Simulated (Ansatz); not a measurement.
# C2H6MgO: small, medium and large basis sets

Aim: see how fast density functionals converge with the basis set for C2H6MgO.

The runs use Ansatz 0.2.0, Gaussian basis; one geometry, several basis sets.

The runs, in order: PBE0-D4/def2-SVP; ωB97M-V/def2-SVP; PBE0-D4/def2-QZVPP; ωB97M-V/def2-QZVPP; the functionals' def2-TZVPP values are taken from earlier runs.

## 1. Structure used throughout

An earlier PBE0-D4 in a triple-zeta def2 set relaxation fixed the geometry.

SMILES `C[CH2][Mg][OH]`, 10 atoms, charge 0, spin multiplicity 1.

Atoms are counted from 1 here; the program's logs count them from 0.

Bond lengths: C1–C2 1.530 Å, C1–H5 1.094 Å, C1–H6 1.097 Å, C1–H7 1.094 Å, C2–Mg3 2.091 Å, C2–H8 1.097 Å, C2–H9 1.097 Å, Mg3–O4 1.765 Å, O4–H10 0.947 Å. Angles: C2–C1–H5 112.1°, C2–C1–H6 112.4°, C2–C1–H7 112.1°, H5–C1–H6 106.6°, H5–C1–H7 106.6°, H6–C1–H7 106.6°, C1–C2–Mg3 116.6°, C1–C2–H8 109.7°, C1–C2–H9 109.7°, Mg3–C2–H8 107.7°, Mg3–C2–H9 107.7°, H8–C2–H9 104.9°, C2–Mg3–O4 179.8°, Mg3–O4–H10 179.5°.

## 2. PBE0-D4 in def2-SVP

Input file in.yaml:

```yaml
crystal:
  periodic: [false, false, false]
  atoms:
    - {symbol: C, position_ang: [-1.341931, 0.759491, 0.368696]}
    - {symbol: C, position_ang: [-0.414154, -0.428873, 0.629760]}
    - {symbol: Mg, position_ang: [1.323741, -0.531227, -0.528176]}
    - {symbol: O, position_ang: [2.792805, -0.623660, -1.501904]}
    - {symbol: H, position_ang: [-1.703383, 0.779978, -0.663944]}
    - {symbol: H, position_ang: [-2.230263, 0.745749, 1.011793]}
    - {symbol: H, position_ang: [-0.842974, 1.717349, 0.544656]}
    - {symbol: H, position_ang: [-0.112730, -0.437160, 1.684644]}
    - {symbol: H, position_ang: [-0.965660, -1.366436, 0.486511]}
    - {symbol: H, position_ang: [3.577852, -0.666512, -2.029138]}
basis:
  gaussian: {orbitals: def2-SVP}
hamiltonian: {xc: pbe0, dispersion: d4}
output: {orbitals: {seedname: orbitals}}
```

On the command line:

```sh
ansatz run in.yaml --threads 4 --pin off --events-out ev --progress --plain --max-ram 10444MiB
```

After this run come: ωB97M-V in def2-SVP; PBE0-D4 in def2-QZVPP; ωB97M-V in def2-QZVPP.

Before running them: what should the planned runs give, taken together? Wanted: PBE0-D4: double and triple zeta above quadruple; ωB97M-V: double and triple zeta above quadruple.

The runs gave:

```
                                       quantity          value
PBE0-D4: double and triple zeta above quadruple  7.40, 0.52 eV
ωB97M-V: double and triple zeta above quadruple  7.55, 0.49 eV
```

In words: For PBE0-D4 the step from double to triple zeta gains 6.88 eV and the next only 0.52 eV. Total energies overstate the basis error of differences, where much of it tends to cancel.
